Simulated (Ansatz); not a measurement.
FH3O2Si, SMILES O[SiH](O)F, harmonic frequencies at the relaxed geometry

With the Python package of Ansatz (0.2.0).

The script reads `fh3o2si.xyz`:
```text
7

O    -0.14320    0.34980   -1.31090
Si   -0.17160   -0.36070    0.14450
O     1.32700   -0.28310    0.74450
F    -1.05200    0.49950    1.10020
H    -1.01920    0.85180   -1.52730
H    -0.64000   -1.73530    0.02350
H     1.76030    0.61000    0.77970
```

Notebook, run cell by cell (the value of a cell's last expression is shown):

**Cell 1**
```python
import ansatz as az
import numpy as np
```

**Cell 2**
```python
BASIS = "def2-SVP"
FUNCTIONAL = "pbe0"

fh3o2si = az.Crystal.molecule_from_extxyz("fh3o2si.xyz")
```

**Cell 3**
```python
calc = (
    fh3o2si.calculation()
    .basis(gaussian=BASIS)
    .functional(FUNCTIONAL)
)
symbols = [site.symbol for site in fh3o2si.cartesian_sites]
start = np.array([site.position_ang for site in fh3o2si.cartesian_sites], dtype=float)
data = calc.relax(force_tolerance=0.003, max_steps=100).run(threads=1).report
end = np.array(data["positions_ang"])

print("bond        before    after (A)")
for i, j in [(0, 1), (0, 4), (1, 2), (1, 3), (1, 5), (2, 6)]:
    d0, d1 = (np.linalg.norm(xyz[i] - xyz[j]) for xyz in (start, end))
    print(f"{symbols[i]}{i}-{symbols[j]}{j}".ljust(10), f"{d0:8.4f} {d1:8.4f}")
for i, j, k in [(1, 0, 4), (0, 1, 2), (0, 1, 3), (0, 1, 5), (2, 1, 3), (2, 1, 5), (3, 1, 5), (1, 2, 6)]:
    u, v = end[i] - end[j], end[k] - end[j]
    print(f"angle {symbols[i]}{i}-{symbols[j]}{j}-{symbols[k]}{k}: {np.degrees(np.arccos(np.clip(u @ v / np.linalg.norm(u) / np.linalg.norm(v), -1, 1))):.2f} deg")

minimum = az.Crystal.molecule()
for symbol, xyz in zip(symbols, end):
    minimum = minimum.atom(symbol, xyz.tolist())
vibrating = minimum.calculation()
vibrating = vibrating.basis(gaussian=BASIS).functional(FUNCTIONAL)
vibrating = vibrating.phonons(temperatures=(298.15, 498.15, 100))
vib = vibrating.run(threads=1).report["vibrations"]
sums = vib["harmonic_sums"]
modes = [m["omega_inv_cm"] for m in sums["modes_at_gamma"] if m["rigid_motion"] == "no"]
for number, w in enumerate(modes, start=1):
    print(f"mode {number:2d} {w:9.1f} 1/cm {w / 8065.544 * 1000:8.2f} meV")
print("imaginary modes:", sum(w < 0 for w in modes), " zero-point energy:", round(sums["zero_point_energy_ev"], 4), "eV")
print("T (K)   F_vib (eV)   S_vib (meV/K)   C_vib (meV/K)")
for row in zip(sums["temperatures_k"], sums["vibrational_free_energy_ev"], vib["entropy_ev_per_k"], vib["heat_capacity_ev_per_k"]):
    print(f"{row[0]:6.1f} {row[1]:11.4f} {1000 * row[2]:13.4f} {1000 * row[3]:15.4f}")
```
Output:
```text
bond        before    after (A)
O0-Si1       1.6198   1.6473
O0-H4        1.0326   0.9614
Si1-O2       1.6161   1.6366
Si1-F3       1.5583   1.6216
Si1-H5       1.4572   1.4734
O2-H6        0.9933   0.9622
angle Si1-O0-H4: 117.84 deg
angle O0-Si1-O2: 108.55 deg
angle O0-Si1-F3: 106.96 deg
angle O0-Si1-H5: 115.02 deg
angle O2-Si1-F3: 111.55 deg
angle O2-Si1-H5: 107.69 deg
angle F3-Si1-H5: 107.13 deg
angle Si1-O2-H6: 117.19 deg
mode  1     176.3 1/cm    21.86 meV
mode  2     208.9 1/cm    25.90 meV
mode  3     303.4 1/cm    37.62 meV
mode  4     355.3 1/cm    44.05 meV
mode  5     389.9 1/cm    48.34 meV
mode  6     753.5 1/cm    93.42 meV
mode  7     780.8 1/cm    96.81 meV
mode  8     830.2 1/cm   102.93 meV
mode  9     846.1 1/cm   104.90 meV
mode 10     897.6 1/cm   111.29 meV
mode 11     962.5 1/cm   119.34 meV
mode 12    1011.9 1/cm   125.45 meV
mode 13    2346.8 1/cm   290.96 meV
mode 14    3932.1 1/cm   487.52 meV
mode 15    3941.9 1/cm   488.73 meV
imaginary modes: 0  zero-point energy: 1.0996 eV
T (K)   F_vib (eV)   S_vib (meV/K)   C_vib (meV/K)
 298.1      1.0545        0.3959          0.5337
 398.1      1.0061        0.5710          0.6759
 498.1      0.9407        0.7339          0.7764
```

The frequencies are harmonic and unscaled, in a modest basis. The result belongs to the one conformer reached from this start, and soft torsions count as harmonic oscillators. Timing: 80 s on 1 thread of Arm Neoverse V2 (shared host), peak memory 0.22 GiB.

(Lines on the test bed's own set-up are left out of the output.)
